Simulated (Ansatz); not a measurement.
**GeH4 + H2O: a complex and its separated parts**

The complex below is one end of an elementary step. How strongly is it bound against its free parts?

Computed with Ansatz 0.2.0, Gaussian basis. Level: PBE0-D4/def2-TZVP structures, single points in def2-TZVPP, no counterpoise correction.

Levels: SPW92, PBE-D4, BLYP-D4, r2SCAN-D4, B97M-V, PBE0-D4, B3LYP-D4, r2SCAN0-D4, BHLYP-D4, CAM-B3LYP-D4, wB97X-V, wB97M-V, B2PLYP, PBE-QIDH, RPA on PBE, Hartree-Fock, MP2, CCSD, CCSD(T).

Cores are frozen in the correlated methods. Filled d shells of the heavier atoms are correlated. B3LYP uses VWN-RPA correlation. B2PLYP carries no dispersion term here.

21 further runs of the same task are left out: 21 set aside as unsound or not needed.

### 1 Where the work starts

The complex: 8 atoms, charge 0, spin multiplicity 1.

Atoms are counted from 1 here; the program's logs count them from 0.

Bond lengths: Ge1–H2 1.535 Å, Ge1–H3 1.534 Å, Ge1–H4 1.540 Å, Ge1–H5 1.530 Å, H6–O7 0.960 Å, O7–H8 0.960 Å. Angles: H2–Ge1–H3 109.9°, H2–Ge1–H4 108.2°, H2–Ge1–H5 110.5°, H3–Ge1–H4 108.4°, H3–Ge1–H5 110.6°, H4–Ge1–H5 109.2°, H6–O7–H8 105.2°.

As a file:

```xyz
8
GeH6O
Ge   -0.5156    0.6882    0.9420
H    -1.5166    0.3419   -0.1689
H     0.1194   -0.5955    1.4919
H    -1.2848    1.3774    2.0847
H     0.5610    1.6401    0.4157
H     0.4201   -0.8891   -2.1719
O     1.0585   -0.8318   -1.4571
H     1.1580   -1.7311   -1.1362
```

Its parts: GeH4 holds atoms 1, 2, 3, 4, 5; H2O holds atoms 6, 7, 8. Each part counts its atoms afresh in its own runs.

### 2 Relaxing GeH4 alone

relax-a/in.yaml reads:

```yaml
crystal:
  periodic: [false, false, false]
  atoms:
    - {symbol: Ge, position_ang: [-0.515600, 0.688169, 0.941968]}
    - {symbol: H, position_ang: [-1.516622, 0.341854, -0.168919]}
    - {symbol: H, position_ang: [0.119378, -0.595512, 1.491858]}
    - {symbol: H, position_ang: [-1.284799, 1.377378, 2.084704]}
    - {symbol: H, position_ang: [0.560979, 1.640144, 0.415675]}
basis:
  gaussian: {orbitals: def2-TZVP}
hamiltonian: {xc: pbe0, dispersion: d4}
relax: {f_tol: 0.005, max_steps: 200}
```

No record of the launch command was kept for these runs.

The runs that follow: Relaxing H2O alone; wB97M-V/def2-TZVPP; CCSD(T)/def2-TZVPP; Vibrations of GeH4; Vibrations of H2O.

**Question.** What will these runs give? Wanted: complex less parts, CCSD(T)/def2-TZVPP; with zero-point energy; largest T1 diagnostic.

**Answer**, as computed:

```
                              quantity        value
complex less parts, CCSD(T)/def2-TZVPP  -7.1 kJ/mol
                with zero-point energy  -3.1 kJ/mol
                 largest T1 diagnostic        0.012
```

What this shows: At CCSD(T) the complex lies 7.1 kJ/mol below its parts. Among the functionals BLYP-D4 lands nearest to CCSD(T) (-0.3 kJ/mol) and SPW92 farthest (-6.0 kJ/mol). By rung, the mean size of the error is: LDA 6.0, GGA 1.0, meta-GGA 1.8, hybrid 0.8, range-separated hybrid 1.4, double hybrid 1.5 kJ/mol. PBE-D4 gives a relative energy 1.7 kJ/mol too low, an error of 23 % of the reference. No counterpoise was applied, and triple zeta lacks some correlation, so the CCSD(T) reference has a basis error of its own, and close matches with it are partly luck.
